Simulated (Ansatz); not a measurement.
# C₃H₄SSi: a ladder of functionals and wavefunction methods

How much do the methods differ for C₃H₄SSi? The plan is to run it at one geometry with functionals of several rungs and with coupled cluster, and see how far each lands from CCSD(T) at the basis-set limit for the atomisation energy.

Computed with Ansatz 0.2.0, Gaussian basis. Level: functionals in def2-TZVPP, the program's frozen cores in correlated methods.

Plan: LDA (SPW92), PBE-D4, revPBE-D4, BLYP-D4, r2SCAN-D4, B97M-V, PBE0-D4, B3LYP-D4, r2SCANh-D4, r2SCAN0-D4, HSE06-D4, BHLYP-D4, CAM-B3LYP-D4, LC-ωPBE, ωB97X-V, ωB97M-V, B2PLYP, PBE-QIDH; CCSD(T)/def2-SVP; CCSD(T)/def2-TZVPP; MP2/def2-QZVPP; extrapolation to the limit; RPA on PBE.

## 1. The geometry

The geometry comes from an earlier relaxation with PBE0-D4 in a triple-zeta def2 set; it is a stationary point, not always the lowest conformer.

SMILES `[SiH3]C#CC=S`, 9 atoms, charge 0, spin multiplicity 1.

Atoms are counted from 1 here; the program's logs count them from 0.

Bond lengths: Si1–C2 1.824 Å, Si1–H6 1.483 Å, Si1–H7 1.483 Å, Si1–H8 1.482 Å, C2–C3 1.215 Å, C3–C4 1.405 Å, C4–S5 1.619 Å, C4–H9 1.092 Å. Angles: C2–Si1–H6 108.6°, C2–Si1–H7 108.5°, C2–Si1–H8 109.5°, H6–Si1–H7 110.2°, H6–Si1–H8 110.0°, H7–Si1–H8 110.0°, Si1–C2–C3 178.6°, C2–C3–C4 179.0°, C3–C4–S5 124.5°, C3–C4–H9 115.1°, S5–C4–H9 120.4°.

## 2. LDA

This LDA is Slater exchange with PW92 correlation.

in.yaml

```yaml
crystal:
  periodic: [false, false, false]
  atoms:
    - {symbol: Si, position_ang: [-0.838969, -0.895329, -1.598662]}
    - {symbol: C, position_ang: [-0.088616, -0.127191, -0.123673]}
    - {symbol: C, position_ang: [0.421317, 0.405603, 0.841419]}
    - {symbol: C, position_ang: [1.002372, 1.003197, 1.972187]}
    - {symbol: S, position_ang: [1.843694, 2.386234, 1.948755]}
    - {symbol: H, position_ang: [-1.770563, 0.078482, -2.216838]}
    - {symbol: H, position_ang: [0.243135, -1.242426, -2.551026]}
    - {symbol: H, position_ang: [-1.574989, -2.118496, -1.199058]}
    - {symbol: H, position_ang: [0.851119, 0.463723, 2.909797]}
basis:
  gaussian: {orbitals: def2-TZVPP}
hamiltonian: {xc: lda}
output: {orbitals: {seedname: orbitals}}
```

Command:

```bash
$ ansatz run in.yaml --threads 2 --pin off --events-out ev --progress --plain --max-ram 4352MiB
```

After this run come: PBE-D4 (GGA); revPBE-D4 (GGA); BLYP-D4 (GGA); r2SCAN-D4 (meta-GGA); B97M-V (meta-GGA); PBE0-D4 (hybrid); B3LYP-D4 (hybrid); r2SCANh-D4 (hybrid); r2SCAN0-D4 (hybrid); HSE06-D4 (hybrid); BHLYP-D4 (hybrid); CAM-B3LYP-D4 (range-separated); LC-ωPBE (range-separated); ωB97X-V (range-separated); ωB97M-V (range-separated); B2PLYP (double hybrid); PBE-QIDH (double hybrid); CCSD(T) in def2-SVP; CCSD(T) in def2-TZVPP; MP2 in def2-QZVPP; RPA on PBE orbitals.

Before running them: what should the planned runs give, taken together? Wanted: atomisation energy, CCSD(T)/CBS; farthest beyond LDA; mean size of error, GGA; mean size of error, meta-GGA; mean size of error, hybrid; mean size of error, range-separated; mean size of error, double hybrid; gap, smallest and largest; T1 diagnostic.

The runs gave:

| quantity | value |
| --- | --- |
| atomisation energy, CCSD(T)/CBS | 3485.9 kJ/mol |
| functionals within 17.4 kJ/mol (0.5 %) | B3LYP-D4, r2SCANh-D4, CAM-B3LYP-D4, ωB97X-V, ωB97M-V, PBE-QIDH |
| farthest beyond LDA | BHLYP-D4 (-115.6 kJ/mol) |
| mean size of error, GGA | 55.9 kJ/mol |
| mean size of error, meta-GGA | 31.9 kJ/mol |
| mean size of error, hybrid | 39.3 kJ/mol |
| mean size of error, range-separated | 14.2 kJ/mol |
| mean size of error, double hybrid | 14.3 kJ/mol |
| gap, smallest and largest | 1.51 eV (LDA (SPW92)), 8.56 eV (LC-ωPBE) |
| T1 diagnostic | 0.0157 |
| triples share of the correlation energy | 5.2 % |

What this shows: LDA overbinds by 537.5 kJ/mol (15 %). PBE-D4 misses by +114.7 kJ/mol. Double hybrids carry the basis error of their MP2 part in triple zeta, and no dispersion term here, so their miss is partly the set-up's. The rungs range-separated, double hybrid miss on average by less than the doubt on the reference (17.4 kJ/mol), so they tie. The reference freezes the cores and leaves out relativity and excitations past (T), so misses under about 17.4 kJ/mol can't be ranked. Hartree-Fock recovers 72 % of the binding; the rest is correlation. CCSD(T) in def2-SVP is off by -184.9 kJ/mol, worse than the median functional, from the basis alone. The gap grows from 1.5 to 8.6 eV across the functionals, mostly with the share of exact exchange. The restricted reference is unstable towards a spin-broken one.
